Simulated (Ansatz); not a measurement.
**LiF: phonons and Grüneisen parameters**

How does the lattice vibrate, and how do the modes shift with volume? Displacements sample a 2×2×2 mesh. Runs: cell and atoms relaxed (PAW); reference run (PAW); volume scaled by 0.985 (PAW); volume scaled by 1.015 (PAW); mode Grüneisen parameters (PAW); linear response at the zone centre with the field response (PAW).

Method: DFT LDA, frozen-core PAW, scalar-relativistic unless said, in Ansatz 0.2.0.

1 further run of the same task is left out (it didn't finish).

### Step 1. The system as given

It takes space group Fm-3m (No. 225, cubic). The conventional cell has a = 4.028 Å, b = 4.028 Å, c = 4.028 Å, α = 90.00°, β = 90.00°, γ = 90.00°. Li (site symmetry m-3m) is surrounded by 6 F at 2.01 Å. F (site symmetry m-3m) is surrounded by 6 Li at 2.01 Å.

As a file:

```
CELL_PARAMETERS angstrom
0.00000 2.01400 2.01400
2.01400 0.00000 2.01400
2.01400 2.01400 0.00000
ATOMIC_POSITIONS crystal
Li 0.00000 0.00000 0.00000
F 0.50000 0.50000 0.50000
```

Cartesian axes are those of the input's lattice vectors. The structure goes back to a database entry.

### Step 2. Cell and atoms relaxed, PAW

Contents of input.yaml:

```yaml
crystal:
  lattice:
    - [0.0, 2.014, 2.014]
    - [2.014, 0.0, 2.014]
    - [2.014, 2.014, 0.0]
  atoms:
    - { symbol: Li, position: [0.0, 0.0, 0.0] }
    - { symbol: F, position: [0.5, 0.5, 0.5] }
kpoints:
  mp_grid: { grid: [16, 16, 16] }
scf:
  occupations: { method: fermi_dirac, width: 0.1 }
hamiltonian:
  xc: lda
  pseudopotentials: { kind: paw }
relax:
  f_tol: 0.002
  max_steps: 80
  cell: {}
output:
  forces: true
  stress: true
```

Launch:

```bash
$ ansatz run input.yaml --threads 2 --pin off --max-ram 5120MiB --backend cpu --events-out ev --progress --plain --runs-dir out
```

### Step 4. Reference run, PAW

Contents of input.yaml:

```yaml
crystal:
  lattice:
    - [0.0, 1.95446267577, 1.95446267577]
    - [1.95446267577, 0.0, 1.95446267577]
    - [1.95446267577, 1.95446267577, 0.0]
  atoms:
    - { symbol: Li, position: [0.0, 0.0, 0.0] }
    - { symbol: F, position: [0.5, 0.5, 0.5] }
kpoints:
  mp_grid: { grid: [10, 10, 10] }
scf:
  occupations: { method: fixed }
hamiltonian:
  xc: lda
  pseudopotentials: { kind: paw }
phonons:
  qmesh: [2, 2, 2]
  qpath:
    path:
      - [0.0, 0.0, 0.0]
      - [0.5, 0.0, 0.5]
      - [0.625, 0.25, 0.625]
      - [0.375, 0.375, 0.75]
      - [0.0, 0.0, 0.0]
      - [0.5, 0.5, 0.5]
      - [0.5, 0.25, 0.75]
      - [0.5, 0.0, 0.5]
    npoints: 6
  temperatures: { t_min: 0, t_max: 1000, t_step: 100 }
```

### Step 5. Volume scaled by 0.985, PAW

input.yaml: that of step 4 with these lines changed.

```diff
@@ -2,5 +2,5 @@
   lattice:
-    - [0.0, 1.95446267577, 1.95446267577]
-    - [1.95446267577, 0.0, 1.95446267577]
-    - [1.95446267577, 1.95446267577, 0.0]
+    - [0.0, 1.94464108953, 1.94464108953]
+    - [1.94464108953, 0.0, 1.94464108953]
+    - [1.94464108953, 1.94464108953, 0.0]
   atoms:
```

### Step 6. Volume scaled by 1.015, PAW

input.yaml: that of step 5 with these lines changed.

```diff
@@ -2,5 +2,5 @@
   lattice:
-    - [0.0, 1.94464108953, 1.94464108953]
-    - [1.94464108953, 0.0, 1.94464108953]
-    - [1.94464108953, 1.94464108953, 0.0]
+    - [0.0, 1.96418653073, 1.96418653073]
+    - [1.96418653073, 0.0, 1.96418653073]
+    - [1.96418653073, 1.96418653073, 0.0]
   atoms:
```

### Step 8. Linear response at the zone centre with the field response, PAW

Contents of input.yaml:

```yaml
crystal:
  lattice:
    - [0.0, 1.95446267577, 1.95446267577]
    - [1.95446267577, 0.0, 1.95446267577]
    - [1.95446267577, 1.95446267577, 0.0]
  atoms:
    - { symbol: Li, position: [0.0, 0.0, 0.0] }
    - { symbol: F, position: [0.5, 0.5, 0.5] }
kpoints:
  mp_grid: { grid: [10, 10, 10] }
scf:
  occupations: { method: fixed }
hamiltonian:
  xc: lda
  pseudopotentials: { kind: paw }
phonons:
  method: dfpt
  dielectric: true
  rigid_motions: translations
```

(Steps that only read results are left out.)

What does the calculation give? Wanted: highest mode on the mesh, without the LO shift; optical modes at Γ; ε∞.

**Answer**, as computed:

| quantity | value |
| --- | --- |
| highest mode on the mesh, without the LO shift (PAW) | 625 cm⁻¹ |
| optical modes at Γ | 339 (T1u) cm⁻¹ |
| mean Grüneisen parameter at 300 K (PAW) | 1.76 |
| ε∞ | 2.12, 2.12, 2.12 |

What this shows: No mode on the mesh is unstable; the highest lies at 625 cm⁻¹ by PAW. Weighted by heat capacity at 300 K the mean Grüneisen parameter of the sampled modes is 1.76, which points to expansion on heating. With the field of the polar modes, the highest mode near Γ lies at 668 cm⁻¹. Each set of modes is computed in the harmonic approximation. Cautions: frozen-core PAW files fitted under PBE, their cores solved anew for the functional of the run.
